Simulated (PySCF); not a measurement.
The system is Cl3Si2H3, in a box.

```xyz
8
Lattice="13.0000 0.0000 0.0000 0.0000 13.0000 0.0000 0.0000 0.0000 14.0000" Properties=species:S:1:pos:R:3 pbc="T T T"
Cl    4.6176    7.0671    8.6304
Si    6.6425    7.0475    8.2978
Si    6.9846    6.4963    6.0480
Cl    6.1748    4.6494    5.6967
Cl    6.0493    7.8951    4.8825
H     7.2665    6.0357    9.1855
H     7.1925    8.3926    8.5966
H     8.4084    6.4494    5.6418
```

Program: PySCF 2.14.0. Alike in all runs: task atomic charges; potentials or basis cc-pvdz (all-electron); no spin polarisation; cell as given; k mesh 1 × 1 × 1; smearing fixed.

Question: Order these runs on this cell by their band gap on the k mesh, lowest first.
A. level LDA
B. level r2SCANh+D3(BJ); three-body dispersion term no; exxdiv ewald
C. level M06-2X+D3; three-body dispersion term no; exxdiv ewald

Answer: A (4.99 eV), B (6.45 eV), C (9.17 eV).

Caveats: this is a molecule in a periodic box at the Γ point, so its band gap is the HOMO-LUMO gap; the basis of atomic orbitals isn't converged, which shifts pressures, moduli and gaps.

A k mesh can miss the band edges.

Not every run made on this cell is shown here.
